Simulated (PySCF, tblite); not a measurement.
# C₆H₁₃BO₂: infrared bands and NMR shifts

Wanted: the infrared bands and NMR shifts of C₆H₁₃BO₂ (`CCC(=O)OCB(C)C`), by calculation.

Computed with tblite 0.8.0 and PySCF 2.14.0, with density-fitted response routines of our own, on a single molecule in the gas phase. Atoms count from 0, in the outputs and in this text.

### Step 1. The starting structure

22 atoms, charge 0, multiplicity 1; geometry from: GFN2-xTB.

Bonds of the start (Å): C0–C1 1.53, C1–C2 1.50, C2–O3 1.24, C2–O4 1.29, O4–C5 1.46, C5–B6 1.66, B6–C7 1.62, B6–C8 1.62, C0–H9 1.09, C0–H10 1.09, C0–H11 1.09, C1–H12 1.09, C1–H13 1.09, C5–H14 1.09, C5–H15 1.09, C7–H16 1.09, C7–H17 1.09, C7–H18 1.09, C8–H19 1.09, C8–H20 1.09, C8–H21 1.09.

### Step 2. Harmonic vibrations with GFN2-xTB

The job: settings as JSON, then the geometry in Å.

```
{"job": {"kind": "ir", "xc": "GFN2-xTB", "basis": "xTB"}, "charge": 0, "multiplicity": 1}
C      3.325640    -0.337677     0.211251
C      2.236220     0.639769     0.639863
C      0.883353     0.255362     0.118123
O     -0.152911     0.507815     0.744146
O      0.825443    -0.340939    -1.024777
C     -0.559626    -0.622496    -1.373487
B     -1.430435     0.004958    -0.110211
C     -2.221394    -1.083313     0.799393
C     -2.271212     1.330274    -0.503169
H      3.122292    -1.331612     0.601800
H      3.376492    -0.397718    -0.872374
H      4.289182    -0.006981     0.589359
H      2.172718     0.715359     1.726531
H      2.459986     1.637709     0.250701
H     -0.624205    -1.703657    -1.512466
H     -0.733393    -0.148886    -2.341303
H     -1.740853    -1.217031     1.766702
H     -2.265451    -2.063337     0.328062
H     -3.245071    -0.777783     0.997340
H     -3.118828     1.069727    -1.132565
H     -1.672569     2.057786    -1.051016
H     -2.665789     1.832057     0.376523
```

**Question.** This job is followed by: GIAO PBE0/pcSseg-1 NMR shielding, non-relativistic, gas phase. What will the session give for the following? strongest single infrared mode (GFN2-xTB); zero-point energy (GFN2-xTB); 13C shifts against TMS (PBE0/pcSseg-1); 1H shifts against TMS (PBE0/pcSseg-1); 17O shifts against H2O (PBE0/pcSseg-1); 11B shifts against BF3·OEt2 (PBE0/pcSseg-1).

As calculated:

| quantity | value |
| --- | --- |
| strongest single infrared mode (GFN2-xTB) | 1609 cm⁻¹, 441 km/mol |
| zero-point energy (GFN2-xTB) | 116.0 kcal/mol |
| 13C shifts against TMS (PBE0/pcSseg-1) | 191.3, 80.3, 29.7, 11.1, 10.9, 8.7 ppm |
| 1H shifts against TMS (PBE0/pcSseg-1) | 3.96, 3.90, 2.58, 2.46, 1.65, 1.10, 1.05, 0.29, 0.16, 0.14, -0.12, -0.21, -0.39 ppm |
| 17O shifts against H2O (PBE0/pcSseg-1) | 341.6, 243.9 ppm |
| 11B shifts against BF3·OEt2 (PBE0/pcSseg-1) | 4.0 ppm |

In words: The lowest mode is imaginary (137i cm⁻¹), so the xTB geometry is not a minimum. The strongest single mode, at 1609 cm⁻¹, moves mainly C2. Unscaled tight-binding wavenumbers are off by several per cent, some by more. Its intensities can rank the bands wrongly. The structure rearranged or came apart on optimisation; the results belong to the end geometry, not to the formula as drawn. Shifts at one fixed geometry are not the observed spectrum, which averages over the motion. At PBE0/pcSseg-1: The largest span, 423 ppm, is at O3, where the paramagnetic term is -411 ppm.
